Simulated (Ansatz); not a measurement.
# C3H7ClO2Si: up Jacob's ladder to CCSD(T)

An exercise on one series of results from a longer session: the logs are not shown, and one member is left open.

Program: Ansatz 0.2.0, Gaussian basis. Level of theory: functionals in def2-TZVPP, the program's frozen cores in correlated methods. These are calculated values, not measurements.

The runs, in order: PBE-D4, r2SCAN-D4, PBE0-D4, B3LYP-D4, ωB97X-V, ωB97M-V, B2PLYP; CCSD(T)/def2-TZVPP; MP2/def2-QZVPP; extrapolation to the limit.

## Structure used throughout

An earlier PBE0-D4 in a triple-zeta def2 set relaxation fixed the geometry.

14 atoms, charge 0, spin multiplicity 1.

Atoms are counted from 1 here; the program's logs count them from 0.

Bond lengths: C1–C2 1.329 Å, C1–H8 1.086 Å, C1–H9 1.086 Å, C2–Si3 1.840 Å, C2–H10 1.089 Å, Si3–O4 1.624 Å, Si3–Cl5 2.065 Å, Si3–O6 1.628 Å, O4–H11 0.959 Å, O6–C7 1.411 Å, C7–H12 1.095 Å, C7–H13 1.091 Å, C7–H14 1.094 Å. Angles: C2–C1–H8 121.6°, C2–C1–H9 121.9°, H8–C1–H9 116.5°, C1–C2–Si3 124.8°, C1–C2–H10 118.4°, Si3–C2–H10 116.7°, C2–Si3–O4 108.4°, C2–Si3–Cl5 109.1°, C2–Si3–O6 113.3°, O4–Si3–Cl5 111.1°, O4–Si3–O6 107.5°, Cl5–Si3–O6 107.5°, Si3–O4–H11 117.8°, Si3–O6–C7 125.3°, O6–C7–H12 111.3°, O6–C7–H13 108.0°, O6–C7–H14 111.0°, H12–C7–H13 108.7° and more.

Set-up of the first run:

The input, in.yaml:

```yaml
crystal:
  periodic: [false, false, false]
  atoms:
    - {symbol: C, position_ang: [-1.789000, 1.306750, -0.858867]}
    - {symbol: C, position_ang: [-0.587894, 1.384284, -0.294378]}
    - {symbol: Si, position_ang: [0.090471, 0.165580, 0.906193]}
    - {symbol: O, position_ang: [0.611040, 0.971420, 2.216831]}
    - {symbol: Cl, position_ang: [-1.387709, -1.186981, 1.404613]}
    - {symbol: O, position_ang: [1.351677, -0.681933, 0.320949]}
    - {symbol: C, position_ang: [1.287504, -1.613842, -0.736776]}
    - {symbol: H, position_ang: [-2.481815, 0.507403, -0.614660]}
    - {symbol: H, position_ang: [-2.132478, 2.041155, -1.581637]}
    - {symbol: H, position_ang: [0.064076, 2.211295, -0.573122]}
    - {symbol: H, position_ang: [1.126058, 0.486372, 2.863990]}
    - {symbol: H, position_ang: [0.900059, -1.152391, -1.651042]}
    - {symbol: H, position_ang: [2.298222, -1.976076, -0.928284]}
    - {symbol: H, position_ang: [0.649776, -2.463036, -0.473820]}
basis:
  gaussian: {orbitals: def2-TZVPP}
hamiltonian: {xc: pbe, dispersion: d4}
output: {forces: true, orbitals: {seedname: orbitals}}
```

Started as:

```
$ ansatz run in.yaml --threads 2 --pin off --events-out ev --progress --plain --max-ram 32768MiB --backend cuda --devices 0, --max-vram 18GiB
```

Among the steps run: PBE-D4 (GGA); r2SCAN-D4 (meta-GGA); PBE0-D4 (hybrid); B3LYP-D4 (hybrid); ωB97X-V (range-separated); ωB97M-V (range-separated); B2PLYP (double hybrid); CCSD(T) in def2-TZVPP; MP2 in def2-QZVPP.

One table of the session follows, with a row left open; its other results are not shown here.

```
            method  atomisation energy (kJ/mol)
            PBE-D4                       5798.7
         r2SCAN-D4                       5709.7
           PBE0-D4                       5693.0
          B3LYP-D4                       5675.7
           ωB97X-V                       5698.9
           ωB97M-V                       5713.6
            B2PLYP                       5626.3
     HF/def2-TZVPP                       4166.9
    MP2/def2-TZVPP                       5678.5
   CCSD/def2-TZVPP                       5457.5
CCSD(T)/def2-TZVPP                       5547.1
           MP2/CBS                            ?
       CCSD(T)/CBS                       5703.6
```

Q: Estimate the row for MP2/CBS from the others.

As computed: atomisation energy (kJ/mol): 5835.0. In the column «atomisation energy (kJ/mol)» it is the highest.
